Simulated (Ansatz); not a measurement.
# SiNi2: further runs on the relaxed cell

The task here is to estimate one member of a computed series from the others.

Computed with Ansatz 0.2.0 (DFT PBEsol, scalar-relativistic, plane waves, PAW, unless a step's input says otherwise).

1 further run of the same task is left out (set aside as unsound or not needed). Runs told in other sessions of the task aren't counted.

**Starting point**

It takes space group Pnma (No. 62, orthorhombic). The conventional cell has a = 4.917 Å, b = 3.698 Å, c = 7.008 Å, α = 90.00°, β = 90.00°, γ = 90.00°. Around Si (site symmetry m) lie 10 Ni at 2.29 to 2.67 Å. Ni (site symmetry m) has 5 Si at 2.32 to 2.55 Å and 8 Ni at 2.53 to 2.68 Å in its first shell of neighbours. Ni (site symmetry m) is surrounded by 5 Si at 2.29 to 2.67 Å and 8 Ni at 2.54 to 2.68 Å.

Structure file:

```cif
data_structure
_symmetry_space_group_name_H-M 'P 1'
_symmetry_Int_Tables_number 1
_cell_length_a 4.9166
_cell_length_b 3.6976
_cell_length_c 7.0076
_cell_angle_alpha 90.000
_cell_angle_beta 90.000
_cell_angle_gamma 90.000
_cell_volume 127.40
loop_
_atom_site_label
_atom_site_type_symbol
_atom_site_fract_x
_atom_site_fract_y
_atom_site_fract_z
_atom_site_occupancy
Si1 Si 0.29161 0.75000 0.61339 1
Si2 Si 0.70839 0.25000 0.38661 1
Si3 Si 0.20839 0.25000 0.11339 1
Si4 Si 0.79161 0.75000 0.88661 1
Ni1 Ni 0.95782 0.75000 0.20748 1
Ni2 Ni 0.04218 0.25000 0.79252 1
Ni3 Ni 0.54218 0.25000 0.70748 1
Ni4 Ni 0.45782 0.75000 0.29252 1
Ni5 Ni 0.82852 0.75000 0.56031 1
Ni6 Ni 0.17148 0.25000 0.43969 1
Ni7 Ni 0.67148 0.25000 0.06031 1
Ni8 Ni 0.32852 0.75000 0.93969 1
```

This cell was relaxed beforehand with the same method: volume 10.62 Å³/atom, gap on the mesh none (metal).

The first run:

Input file input.yaml:

```yaml
crystal:
  lattice:
    - [4.866950528, 0.0, 0.0]
    - [0.0, 3.6602484036, 0.0]
    - [0.0, 0.0, 6.9367990925]
  atoms:
    - { symbol: Si, position: [0.2916112968, 0.75, 0.6133916526] }
    - { symbol: Si, position: [0.7083887032, 0.25, 0.3866083474] }
    - { symbol: Si, position: [0.2083887032, 0.25, 0.1133916526] }
    - { symbol: Si, position: [0.7916112968, 0.75, 0.8866083474] }
    - { symbol: Ni, position: [0.9578150225, 0.75, 0.2074840741] }
    - { symbol: Ni, position: [0.0421849775, 0.25, 0.7925159259] }
    - { symbol: Ni, position: [0.5421849775, 0.25, 0.7074840741] }
    - { symbol: Ni, position: [0.4578150225, 0.75, 0.2925159259] }
    - { symbol: Ni, position: [0.8285234467, 0.75, 0.5603073518] }
    - { symbol: Ni, position: [0.1714765533, 0.25, 0.4396926482] }
    - { symbol: Ni, position: [0.6714765533, 0.25, 0.0603073518] }
    - { symbol: Ni, position: [0.3285234467, 0.75, 0.9396926482] }
basis:
  ecutwfc: 420
kpoints:
  mp_grid: { grid: [8, 10, 6] }
hamiltonian:
  xc: pbesol
scf:
  occupations: { method: gaussian, width: 0.1 }
output:
  forces: true
  stress: true
  eigenvalues: true
relax:
  adjacent_minimum: "off"
  f_tol: 0.01
  max_steps: 30
  cell: { stress_tol: 0.1, fix: [volume] }
```

Started as:

```console
> ansatz run input.yaml --threads 4 --pin off --max-ram 10240MiB --backend cpu --events-out ev --progress --plain --runs-dir out
```

Steps of the session up to this table: The cell scaled to 0.97 of its volume; Point at V/V0 = 1.03; Point at V/V0 = 0.94; Volume × 1.06; Volume × 0.91; Point at V/V0 = 1.10; Volume × 0.88.

One table of the session follows, with a row left open; its other results are not shown here.

It belongs to the step «Energy against volume». 

```
volume (Å³/atom)  energy above the lowest point (meV/atom)  pressure (GPa)
           9.342                                     131.9           37.63
           9.661                                      69.5           25.61
           9.979                                      28.9           15.51
          10.298                                       6.8            7.06
          10.616                                       0.0            0.00
          10.935                                       6.0           -5.85
          11.253                                         ?               ?
          11.678                                      58.3          -15.92
```

Estimate the missing values for volume (Å³/atom) = 11.253.

Worked estimate for «energy above the lowest point (meV/atom)». A straight line through the neighbours (10.935, 6.0) and (11.678, 58.3) gives 6.0 + (58.3 − 6.0) × (11.253 − 10.935) / (11.678 − 10.935) = 28.4; a parabola fitted to 3 rows on both sides gives 21.8.

As computed: energy above the lowest point (meV/atom): 22.6; pressure (GPa): -10.74. In «energy above the lowest point (meV/atom)» the line misses by +5.8 and the parabola by -0.8.

Caveats from the session: The final runs have no spin polarisation, so a magnetic state may lie lower.
